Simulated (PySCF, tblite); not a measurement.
# C₄H₅F₃OS: geometry, infrared bands and NMR shifts

Aim: predict the infrared bands and NMR shifts of C₄H₅F₃OS (`CC(=S)OCC(F)(F)F`).

The runs use tblite 0.8.0 and PySCF 2.14.0, with density-fitted response routines of our own; the level of theory stands in each step. All values are computed, except where a source is named. Atoms count from 0, in the outputs and in this text.

### Step 1. The molecule as given

14 atoms, charge 0, multiplicity 1; geometry from: force field or distance geometry start.

Bonds of the start (Å): C0–C1 1.51, C1–S2 1.63, C1–O3 1.38, O3–C4 1.39, C4–C5 1.54, C5–F6 1.38, C5–F7 1.39, C5–F8 1.38, C0–H9 1.12, C0–H10 1.10, C0–H11 1.09, C4–H12 1.12, C4–H13 1.13.

### Step 2. Relaxing the molecule with GFN2-xTB

What the job is given:

```
{"job": {"kind": "relax", "xc": "GFN2-xTB", "basis": "xTB"}, "charge": 0, "multiplicity": 1}
C      2.466600    -0.245600     0.726200
C      1.352900     0.235600    -0.169100
S      1.622800     1.342000    -1.336900
O      0.102500    -0.313400     0.058300
C     -1.042200     0.378500    -0.325700
C     -2.345700    -0.369700    -0.012100
F     -2.404900    -1.597700    -0.636000
F     -3.352600     0.474800    -0.459600
F     -2.412700    -0.609900     1.346000
H      2.358900    -1.359100     0.770600
H      2.382300     0.119100     1.763800
H      3.408800     0.007600     0.229600
H     -1.088500     1.313200     0.287600
H     -1.048900     0.624100    -1.424900
```

On the command line:

```
$ OMP_NUM_THREADS=1 python probes_run.py task.json out
```

One launch serves the whole session: the jobs run in the order shown.

**Question.** This job is followed by: GFN2-xTB harmonic vibrations, gas phase; GIAO PBE0/pcSseg-1 NMR shielding, non-relativistic, gas phase. Predict these results of the whole session: strongest single infrared mode (GFN2-xTB); zero-point energy (GFN2-xTB); 13C shifts against TMS (PBE0/pcSseg-1); 1H shifts against TMS (PBE0/pcSseg-1, means over atoms taken as alike); 33S shifts against CS2 (PBE0/pcSseg-1); 17O shifts against H2O (PBE0/pcSseg-1); 19F shifts against CFCl3 (PBE0/pcSseg-1, means over atoms taken as alike); surface potential, 1st and 99th percentile.

**Answer**, as computed:

```
                                                                 quantity                         value
                                strongest single infrared mode (GFN2-xTB)         1294 cm⁻¹, 324 km/mol
                                             zero-point energy (GFN2-xTB)                 55.3 kcal/mol
                                   13C shifts against TMS (PBE0/pcSseg-1)  229.6, 132.5, 73.2, 35.1 ppm
   1H shifts against TMS (PBE0/pcSseg-1, means over atoms taken as alike)                4.66, 2.90 ppm
                                   33S shifts against CS2 (PBE0/pcSseg-1)                       467 ppm
                                   17O shifts against H2O (PBE0/pcSseg-1)                     267.4 ppm
19F shifts against CFCl3 (PBE0/pcSseg-1, means over atoms taken as alike)                     -88.7 ppm
                                    surface potential, 1st and 99th percentile            -0.79 V and 1.28 V
```

What this shows: Over 73 steps the energy fell by 0.519 eV; of the close pairs, C5–F7 changed most, 1.388 to 1.339 Å. All 36 modes are real, so the xTB geometry is a minimum. The strongest single mode, at 1294 cm⁻¹, moves mainly C1. GFN2-xTB is a fitted tight-binding method: band positions and strengths are rough. Its intensities can rank the bands wrongly. The most deshielded carbon is C1 (thiocarbonyl carbon), at 229.6 ppm: low-lying n→π* states of the double bond to the heteroatom give a large paramagnetic term (-298 ppm). H12, H13 (mean) (hydrogen on an sp3 CH2 bonded to O) lies farthest downfield among hydrogen, at 4.66 ppm; its carbon carries O, an electronegative neighbour. At PBE0/pcSseg-1: The largest span, 1135 ppm, is at S2, where the paramagnetic term is -1022 ppm. By nearest atom (PBE0/pcSseg-1), the HOMO sits on S2 81 % and the LUMO on C1 44 %; S2 33 %.
